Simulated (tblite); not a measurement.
# C3H12N2OSi2: the cost of one run

Computed with tblite 0.8.0 and PySCF 2.14.0, with density-fitted response routines of our own, on a single molecule in the gas phase. Atoms count from 0, in the outputs and in this text.

## 1. The starting structure

20 atoms, charge 0, multiplicity 1; geometry from: force field or distance geometry start.

Bonds of the start (Å): C0–C1 1.51, C1–O2 1.26, C1–N3 1.42, N3–Si4 1.79, Si4–C5 1.86, Si4–N6 1.80, Si4–Si7 2.25, C0–H8 1.10, C0–H9 1.10, C0–H10 1.11, N3–H11 1.03, C5–H12 1.12, C5–H13 1.11, C5–H14 1.10, N6–H15 1.02, N6–H16 1.06, Si7–H17 1.47, Si7–H18 1.47, Si7–H19 1.48.

## 2. Geometry optimisation with GFN2-xTB

What the job is given:

```
{"job": {"kind": "relax", "xc": "GFN2-xTB", "basis": "xTB"}, "charge": 0, "multiplicity": 1}
C      3.308400     0.320400     0.001700
C      1.932100    -0.293100     0.046600
O      1.812600    -1.501800     0.363300
N      0.816200     0.524000    -0.254700
Si    -0.870700    -0.066100    -0.221300
C     -1.029100    -1.861600     0.226500
N     -1.505800     0.117900    -1.897500
Si    -2.096800     1.214800     1.164100
H      3.437700     0.931300    -0.908100
H      4.012800    -0.520800    -0.067900
H      3.504800     0.927300     0.914700
H      0.975800     1.510900    -0.492600
H     -1.995000    -2.211700    -0.230000
H     -1.103700    -1.992400     1.329300
H     -0.234900    -2.486300    -0.211600
H     -1.369800     1.063300    -2.261000
H     -2.537500    -0.116000    -1.952400
H     -2.309800     0.451900     2.399200
H     -1.352600     2.435200     1.497700
H     -3.399900     1.563400     0.551100
```

The run is started by

```
$ OMP_NUM_THREADS=1 python probes_run.py task.json out
```

The driver reads the jobs from task.json and runs them one after another.

**Question.** How long does this first job take on 1 thread of Arm Neoverse N1, shared host, and how much memory does it need?

About 3.3 s, with a peak of 0.18 GiB.
